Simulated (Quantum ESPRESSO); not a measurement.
# Li4P (P-62m) in Quantum ESPRESSO: further runs, part 2 of 2

Quantum ESPRESSO 7.5. Earlier steps stand in the parts before.

## (3) Band structure, BLYP+D2

pw.in

```
&CONTROL
  calculation = 'scf'
  prefix = 'pwscf'
  outdir = './tmp'
  pseudo_dir = './pseudo'
  tprnfor = .true.
  tstress = .true.
  disk_io = 'low'
/
&SYSTEM
  ibrav = 0
  nat = 5
  ntyp = 2
  ecutwfc = 96
  nbnd = 15
  input_dft = 'blyp'
  occupations = 'smearing'
  smearing = 'mv'
  degauss = 0.00367493
  vdw_corr = 'grimme-d2'
  london_s6 = 1.2
/
&ELECTRONS
  conv_thr = 1d-09
  electron_maxstep = 120
  mixing_beta = 0.5
  startingwfc = 'random'
  mixing_mode = 'local-TF'
/
ATOMIC_SPECIES
Li     6.9400 Li.upf
P     30.9738 P.upf
CELL_PARAMETERS bohr
   9.1269892023    0.0000000000    0.0000000000
  -4.5634946106    7.9042045157    0.0000000000
   0.0000000000    0.0000000000    7.3136115091
ATOMIC_POSITIONS bohr
Li     5.6391477905    0.0000000000    0.0000000000
Li    -2.8195739011    4.8836452463    0.0000000000
Li     1.7439207023    3.0205592694    0.0000000000
Li     0.0000000000    0.0000000000    3.6568057545
P      0.0000000000    0.0000000000    0.0000000000
K_POINTS automatic
9 9 9 0 0 0
```

pp_density.in

```
&INPUTPP
  prefix = 'pwscf'
  outdir = './tmp'
  filplot = 'density.dat'
  plot_num = 0
/
&PLOT
  nfile = 1
  filepp(1) = 'density.dat'
  iflag = 3
  output_format = 6
  fileout = 'density.cube'
/
```

pp_potential.in

```
&INPUTPP
  prefix = 'pwscf'
  outdir = './tmp'
  filplot = 'potential.dat'
  plot_num = 11
/
&PLOT
  nfile = 1
  filepp(1) = 'potential.dat'
  iflag = 3
  output_format = 6
  fileout = 'potential.cube'
/
```

pp_elf.in

```
&INPUTPP
  prefix = 'pwscf'
  outdir = './tmp'
  filplot = 'elf.dat'
  plot_num = 8
/
&PLOT
  nfile = 1
  filepp(1) = 'elf.dat'
  iflag = 3
  output_format = 6
  fileout = 'elf.cube'
/
```

bands.in

```
&CONTROL
  calculation = 'bands'
  prefix = 'pwscf'
  outdir = './tmp'
  pseudo_dir = './pseudo'
  disk_io = 'low'
  verbosity = 'high'
/
&SYSTEM
  ibrav = 0
  nat = 5
  ntyp = 2
  ecutwfc = 96
  nbnd = 15
  input_dft = 'blyp'
  occupations = 'smearing'
  smearing = 'mv'
  degauss = 0.00367493
  vdw_corr = 'grimme-d2'
  london_s6 = 1.2
/
&ELECTRONS
  conv_thr = 1d-08
  electron_maxstep = 120
  mixing_beta = 0.5
  startingwfc = 'random'
  mixing_mode = 'local-TF'
  diago_full_acc = .true.
/
ATOMIC_SPECIES
Li     6.9400 Li.upf
P     30.9738 P.upf
CELL_PARAMETERS bohr
   9.1269892023    0.0000000000    0.0000000000
  -4.5634946106    7.9042045157    0.0000000000
   0.0000000000    0.0000000000    7.3136115091
ATOMIC_POSITIONS bohr
Li     5.6391477905    0.0000000000    0.0000000000
Li    -2.8195739011    4.8836452463    0.0000000000
Li     1.7439207023    3.0205592694    0.0000000000
Li     0.0000000000    0.0000000000    3.6568057545
P      0.0000000000    0.0000000000    0.0000000000
K_POINTS crystal
60
 0.0000000000  0.0000000000  0.0000000000 1
 0.0833333333  0.0000000000  0.0000000000 1
 0.1666666667  0.0000000000  0.0000000000 1
 0.2500000000  0.0000000000  0.0000000000 1
 0.3333333333  0.0000000000  0.0000000000 1
 0.4166666667  0.0000000000  0.0000000000 1
 0.5000000000  0.0000000000  0.0000000000 1
 0.4444444444  0.1111111111  0.0000000000 1
 0.3888888889  0.2222222222  0.0000000000 1
 0.3333333333  0.3333333333  0.0000000000 1
 0.2857142857  0.2857142857  0.0000000000 1
 0.2380952381  0.2380952381  0.0000000000 1
 0.1904761905  0.1904761905  0.0000000000 1
 0.1428571429  0.1428571429  0.0000000000 1
 0.0952380952  0.0952380952  0.0000000000 1
 0.0476190476  0.0476190476  0.0000000000 1
 0.0000000000  0.0000000000  0.0000000000 1
 0.0000000000  0.0000000000  0.0714285714 1
 0.0000000000  0.0000000000  0.1428571429 1
 0.0000000000  0.0000000000  0.2142857143 1
 0.0000000000  0.0000000000  0.2857142857 1
 0.0000000000  0.0000000000  0.3571428571 1
 0.0000000000  0.0000000000  0.4285714286 1
 0.0000000000  0.0000000000  0.5000000000 1
 0.0714285714  0.0000000000  0.5000000000 1
 0.1428571429  0.0000000000  0.5000000000 1
 0.2142857143  0.0000000000  0.5000000000 1
 0.2857142857  0.0000000000  0.5000000000 1
 0.3571428571  0.0000000000  0.5000000000 1
 0.4285714286  0.0000000000  0.5000000000 1
 0.5000000000  0.0000000000  0.5000000000 1
 0.4444444444  0.1111111111  0.5000000000 1
 0.3888888889  0.2222222222  0.5000000000 1
 0.3333333333  0.3333333333  0.5000000000 1
 0.2916666667  0.2916666667  0.5000000000 1
 0.2500000000  0.2500000000  0.5000000000 1
 0.2083333333  0.2083333333  0.5000000000 1
 0.1666666667  0.1666666667  0.5000000000 1
 0.1250000000  0.1250000000  0.5000000000 1
 0.0833333333  0.0833333333  0.5000000000 1
 0.0416666667  0.0416666667  0.5000000000 1
 0.0000000000  0.0000000000  0.5000000000 1
 0.5000000000  0.0000000000  0.5000000000 1
 0.5000000000  0.0000000000  0.4375000000 1
 0.5000000000  0.0000000000  0.3750000000 1
 0.5000000000  0.0000000000  0.3125000000 1
 0.5000000000  0.0000000000  0.2500000000 1
 0.5000000000  0.0000000000  0.1875000000 1
 0.5000000000  0.0000000000  0.1250000000 1
 0.5000000000  0.0000000000  0.0625000000 1
 0.5000000000  0.0000000000  0.0000000000 1
 0.3333333333  0.3333333333  0.0000000000 1
 0.3333333333  0.3333333333  0.0625000000 1
 0.3333333333  0.3333333333  0.1250000000 1
 0.3333333333  0.3333333333  0.1875000000 1
 0.3333333333  0.3333333333  0.2500000000 1
 0.3333333333  0.3333333333  0.3125000000 1
 0.3333333333  0.3333333333  0.3750000000 1
 0.3333333333  0.3333333333  0.4375000000 1
 0.3333333333  0.3333333333  0.5000000000 1
```

Potentials or basis: PseudoDojo 0.5 SR PBE stringent.

On the command line:

```
> OMP_NUM_THREADS=1 pw.x -in pw.in > pw.out
> OMP_NUM_THREADS=1 pp.x -in pp_density.in > pp_density.out
> OMP_NUM_THREADS=1 pp.x -in pp_potential.in > pp_potential.out
> OMP_NUM_THREADS=1 pp.x -in pp_elf.in > pp_elf.out
> OMP_NUM_THREADS=1 pw.x -in bands.in > bands.out
```

pw.out:

```text
This program is part of the open-source Quantum ESPRESSO suite
     for quantum simulation of materials; please cite
         "P. Giannozzi et al., J. Phys.:Condens. Matter 21 395502 (2009);
         "P. Giannozzi et al., J. Phys.:Condens. Matter 29 465901 (2017);
         "P. Giannozzi et al., J. Chem. Phys. 152 154105 (2020);
     in publications or presentations arising from this work. More details at

     IMPORTANT: XC functional enforced from input :
     Exchange-correlation= BLYP
                           (   1   3   1   3   0   0   0)
     Any further DFT definition will be discarded
     Please, verify this is what you really want

     Message from routine setup:
     using ibrav=0 with symmetry is DISCOURAGED, use correct ibrav instead

     G-vector sticks info
     --------------------
     sticks:   dense  smooth     PW     G-vecs:    dense   smooth      PW
     Sum        2221    2221    625                67197    67197   10009

     Using Slab Decomposition

     bravais-lattice index     =            0
     lattice parameter (alat)  =       9.1270  a.u.
     unit-cell volume          =     527.6156 (a.u.)^3
     number of atoms/cell      =            5
     number of atomic types    =            2
     number of electrons       =        17.00
     number of Kohn-Sham states=           15
     kinetic-energy cutoff     =      96.0000  Ry
     charge density cutoff     =     384.0000  Ry
     scf convergence threshold =      1.0E-09
     mixing beta               =       0.5000
     number of iterations used =            8  local-TF  mixing
     Exchange-correlation= BLYP
                           (   1   3   1   3   0   0   0)

     celldm(1)=   9.126989  celldm(2)=   0.000000  celldm(3)=   0.000000
     celldm(4)=   0.000000  celldm(5)=   0.000000  celldm(6)=   0.000000

     crystal axes: (cart. coord. in units of alat)
               a(1) = (   1.000000   0.000000   0.000000 )
               a(2) = (  -0.500000   0.866025   0.000000 )
               a(3) = (   0.000000   0.000000   0.801317 )

     reciprocal axes: (cart. coord. in units 2 pi/alat)
               b(1) = (  1.000000  0.577350 -0.000000 )
               b(2) = (  0.000000  1.154701  0.000000 )
               b(3) = (  0.000000 -0.000000  1.247946 )

     PseudoPot. # 1 for Li read from file:
[... 37 lines left out ...]
     Parameters for Dispersion (Grimme-D2) Correction:
     -------------------------------------------------
       atom      VdW radius       C_6

        Li         1.559         55.853
        P          3.222        271.980

     number of k points=    60  Marzari-Vanderbilt smearing, width (Ry)=  0.0037
                       cart. coord. in units 2pi/alat
        k(    1) = (   0.0000000   0.0000000   0.0000000), wk =   0.0027435
        k(    2) = (   0.0000000   0.0000000   0.1386606), wk =   0.0054870
        k(    3) = (   0.0000000   0.0000000   0.2773212), wk =   0.0054870
        k(    4) = (   0.0000000   0.0000000   0.4159819), wk =   0.0054870
        k(    5) = (   0.0000000   0.0000000   0.5546425), wk =   0.0054870
        k(    6) = (   0.0000000   0.1283001   0.0000000), wk =   0.0164609
[... 52 lines left out ...]
        k(   59) = (   0.3333333   0.5773503   0.4159819), wk =   0.0109739
        k(   60) = (   0.3333333   0.5773503   0.5546425), wk =   0.0109739

     Dense  grid:    67197 G-vectors     FFT dimensions: (  60,  60,  45)

     Initial potential from superposition of free atoms

     starting charge      16.9816, renormalised to      17.0000
     Starting wfcs are random

     Self-consistent Calculation

     iteration #  1     ecut=    96.00 Ry     beta= 0.50
     Davidson diagonalization with overlap
     ethr =  1.00E-02,  avg # of iterations =  8.8
     Minimization algorithm failed to find Fermi energy: reverting to bisection
     Possible cause: smearing is larger than the electronic band-gap.

     total energy              =     -72.17049163 Ry
     estimated scf accuracy    <       0.68560187 Ry

     iteration #  2     ecut=    96.00 Ry     beta= 0.50
     Davidson diagonalization with overlap
     ethr =  4.03E-03,  avg # of iterations =  1.0

     negative rho (up, down):  1.123E-04 0.000E+00

     total energy              =     -72.05494299 Ry
     estimated scf accuracy    <       0.26158716 Ry

     iteration #  3     ecut=    96.00 Ry     beta= 0.50
     Davidson diagonalization with overlap
     ethr =  1.54E-03,  avg # of iterations =  2.0
[... 46 lines left out ...]
     iteration # 10     ecut=    96.00 Ry     beta= 0.50
     Davidson diagonalization with overlap
     ethr =  1.13E-10,  avg # of iterations =  2.9

     End of self-consistent calculation

          k = 0.0000 0.0000 0.0000 (  8417 PWs)   bands (ev):

   -43.6436 -43.5875 -43.5875 -42.2326  -6.6492   0.4286   0.4286   0.8280
     2.6714   5.5453   7.9757   7.9757   9.8069  10.0316  10.9964
[... 293 lines left out ...]
   -43.6120 -43.6120 -43.5931 -42.2313  -6.8424   0.8800   0.8800   1.0269
     3.8416   3.8416   5.9565   5.9565   9.8737  10.5872  11.1151

     the Fermi energy is     4.1908 ev

!    total energy              =     -72.11689431 Ry
     estimated scf accuracy    <          7.0E-10 Ry
     smearing contrib. (-TS)   =      -0.00002835 Ry
     internal energy E=F+TS    =     -72.11686595 Ry

     The total energy is F=E-TS. E is the sum of the following terms:
     one-electron contribution =     -45.12363392 Ry
     hartree contribution      =      21.06234217 Ry
     xc contribution           =     -18.47199590 Ry
     ewald contribution        =     -29.47721643 Ry
     Dispersion Correction     =      -0.10636187 Ry

     convergence has been achieved in  10 iterations

     Forces acting on atoms (cartesian axes, Ry/au):

     atom    1 type  1   force =    -0.18028785   -0.00000000    0.00000000
     atom    2 type  1   force =     0.09014393   -0.15613386    0.00000000
     atom    3 type  1   force =     0.09014393    0.15613386    0.00000000
     atom    4 type  1   force =     0.00000000    0.00000000    0.00000000
     atom    5 type  2   force =     0.00000000    0.00000000    0.00000000

     Total force =     0.312268     Total SCF correction =     0.000018

     Computing stress (Cartesian axis) and pressure

          total   stress  (Ry/bohr**3)                   (kbar)     P=      219.89
   0.00142967   0.00000000   0.00000000          210.31        0.00        0.00
   0.00000000   0.00142967   0.00000000            0.00      210.31        0.00
   0.00000000   0.00000000   0.00162506            0.00        0.00      239.05

=------------------------------------------------------------------------------=
   JOB DONE.
=------------------------------------------------------------------------------=
```

Run time: 3.5 min. Hardware: 1 thread of Intel Xeon Platinum 8488C (Sapphire Rapids), shared host; peak memory 0.23 GiB.

Results:

| Quantity | Value |
| --- | --- |
| Free energy | -981.2003 eV |
| Pressure | 22.0 GPa |
| Largest force | 4.635 eV/Å |
| Band gap on the k mesh | none (metal or under the smearing width) |

Forces on the atoms (eV/Å):
```
Li  -4.635  0.000  0.000
Li   2.318 -4.014  0.000
Li   2.318  4.014  0.000
Li   0.000  0.000  0.000
P    0.000  0.000  0.000
```

Stress tensor (GPa, compression positive):
```
21.03  0.00  0.00
 0.00 21.03  0.00
 0.00  0.00 23.91
```

Levels at the corners of the path, in eV from the Fermi level:
```
point  band 5  band 6  band 7  band 8  band 9  band 10  band 11  band 12  band 13  band 14
    Γ  -10.84   -3.76   -3.76   -3.36   -1.52     1.35     3.78     3.78     5.62     5.84
    M  -10.86   -4.46   -3.83   -3.13   -0.27     1.37     3.71     4.40     4.91     5.24
    K  -10.87   -4.22   -4.22   -3.10    0.66     0.66     3.76     4.30     4.30     5.53
    Γ  -10.84   -3.76   -3.76   -3.36   -1.52     1.35     3.78     3.78     5.62     5.84
    A  -10.96   -4.21   -3.19   -3.19    0.71     2.20     2.32     2.48     2.48     5.57
    L  -11.03   -3.34   -3.31   -3.17   -1.07     1.29     1.51     2.31     3.06     5.55
    H  -11.04   -3.26   -3.26   -3.17   -0.43    -0.43     1.78     1.78     5.80     6.33
    A  -10.96   -4.21   -3.19   -3.19    0.71     2.20     2.32     2.48     2.48     5.57
    L  -11.03   -3.34   -3.31   -3.17   -1.07     1.29     1.51     2.31     3.06     5.55
    M  -10.86   -4.46   -3.83   -3.13   -0.27     1.37     3.71     4.40     4.91     5.24
    K  -10.87   -4.22   -4.22   -3.10    0.66     0.66     3.76     4.30     4.30     5.53
    H  -11.04   -3.26   -3.26   -3.17   -0.43    -0.43     1.78     1.78     5.80     6.33
```

Caveat: the potentials were made for another functional, which shifts forces and pressure; so large a pressure means that the cell lies far from this level's equilibrium, or that cutoff or potentials fall short; pairwise dispersion overbinds metals, which lowers pressure and volume.
